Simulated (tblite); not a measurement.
# C5H12O3Si2: the cost of one run

The runs use tblite 0.8.0 and PySCF 2.14.0, with density-fitted response routines of our own; the level of theory stands in each step. All values are computed, except where a source is named. Atoms count from 0, in the outputs and in this text.

## (1) The starting structure

22 atoms, charge 0, multiplicity 1; geometry from: force field or distance geometry start.

Bonds of the start (Å): C0–C1 1.49, C1–C2 1.52, C1–O3 1.42, O3–Si4 1.71, Si4–O5 1.72, Si4–O6 1.70, Si4–C7 1.84, C7–C8 1.20, C8–Si9 1.81, C0–H10 1.11, C0–H11 1.10, C0–H12 1.12, C1–H13 1.12, C2–H14 1.11, C2–H15 1.10, C2–H16 1.11, O5–H17 0.99, O6–H18 1.01, Si9–H19 1.47, Si9–H20 1.47, Si9–H21 1.48.

## (2) Optimising the geometry with GFN2-xTB

What the job is given:

```
{"job": {"kind": "relax", "xc": "GFN2-xTB", "basis": "xTB"}, "charge": 0, "multiplicity": 1}
C     -2.913000     0.964900     0.404100
C     -2.054900    -0.232700     0.190600
C     -2.723800    -1.182300    -0.796500
O     -0.820100     0.192500    -0.354300
Si     0.463200    -0.403800     0.607600
O      0.543800    -2.115600     0.513500
O      0.179700     0.021400     2.228500
C      2.067900     0.257400    -0.012300
C      3.127100     0.669600    -0.406200
Si     4.728200     1.280700    -0.982800
H     -2.290700     1.754800     0.875400
H     -3.795700     0.815900     1.048600
H     -3.315300     1.322700    -0.581100
H     -1.906300    -0.851800     1.112300
H     -2.046100    -1.361800    -1.654700
H     -2.916500    -2.150400    -0.305800
H     -3.669200    -0.672600    -1.087200
H      0.765100    -2.463000    -0.390300
H      1.036100    -0.189000     2.721200
H      5.335100     0.376200    -1.976500
H      5.685300     1.421600     0.124300
H      4.509600     2.564500    -1.680200
```

On the command line:

```
OMP_NUM_THREADS=1 python probes_run.py task.json out
```

This one command runs all jobs of the session in turn.

Q: Estimate the wall time and peak memory of this first job on 1 thread of Arm Neoverse N1, shared host.

About 4.4 s, with a peak of 0.18 GiB.
